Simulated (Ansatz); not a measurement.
**CH6ClNSi: a dynamics run in two tries**

Aim: a short trajectory for this system. SMILES of the start: C[SiH](N)Cl.

All numbers below are computed with Ansatz 0.2.0 (RKS PBE0-D4/STO-3G).

### Step 1. Starting point

Bond lengths: C1–Si2 1.861 Å, Si2–N3 1.730 Å, Si2–Cl4 2.124 Å, C1–H5 1.094 Å, C1–H6 1.095 Å, C1–H7 1.094 Å, Si2–H8 1.445 Å, N3–H9 1.039 Å, N3–H10 1.039 Å. Angles (14 of 15 angles, heavy atoms first): C1–Si2–N3 109.9°, C1–Si2–Cl4 107.0°, N3–Si2–Cl4 112.7°, C1–Si2–H8 113.8°, N3–Si2–H8 108.1°, Cl4–Si2–H8 105.3°, Si2–C1–H5 110.8°, Si2–C1–H6 110.2°, Si2–C1–H7 111.4°, Si2–N3–H9 115.1°, Si2–N3–H10 114.8°, H5–C1–H6 108.3°, H5–C1–H7 108.0°, H6–C1–H7 108.2°.

Coordinates:

```xyz
10

C    -0.9442    0.9629   -0.4300
Si   -0.0708   -0.6343   -0.0435
N     1.1689   -0.3578    1.1313
Cl    0.6917   -1.3854   -1.8784
H    -1.7294    0.8063   -1.1750
H    -1.4064    1.3690    0.4752
H    -0.2503    1.7112   -0.8235
H    -0.9443   -1.6701    0.4596
H     1.8768    0.3554    0.8653
H     1.6910   -1.2083    1.4219
```

### Step 2. First attempt

File input.yaml:

```yaml
crystal:
  periodic: [false, false, false]
  atoms:
    - { symbol: C, position_ang: [-0.944175, 0.962855, -0.430031] }
    - { symbol: Si, position_ang: [-0.070811, -0.634268, -0.043527] }
    - { symbol: "N", position_ang: [1.168928, -0.357757, 1.131322] }
    - { symbol: Cl, position_ang: [0.691719, -1.385368, -1.878361] }
    - { symbol: H, position_ang: [-1.729397, 0.806286, -1.17502] }
    - { symbol: H, position_ang: [-1.406439, 1.36898, 0.475218] }
    - { symbol: H, position_ang: [-0.250254, 1.711215, -0.823494] }
    - { symbol: H, position_ang: [-0.94429, -1.670082, 0.459565] }
    - { symbol: H, position_ang: [1.876791, 0.355361, 0.865347] }
    - { symbol: H, position_ang: [1.691027, -1.208322, 1.42188] }
basis:
  gaussian: { orbitals: STO-3G }
hamiltonian:
  xc: pbe0
  dispersion: d4
md:
  timestep: 0.5
  n_steps: 25
  ensemble: nve
  temperature: 50.0
  initial_velocities: maxwell_boltzmann
  seed: 329519
  friction: 0.01
scf:
  lower_state_search: "off"
```

Run with:

```
$ ansatz run input.yaml --threads 1 --pin off --max-ram 2048MiB --backend cpu --events-out ev --progress --plain --runs-dir out
```

What does the calculation give? Wanted: first try.

As calculated:

```
 quantity                                                                           value
first try                                                                         refused
    cause  friction belongs to the Langevin ensembles, and this run is at constant energy
```

**Reading.** The fault in the first input was caught at the input check and cost nothing.
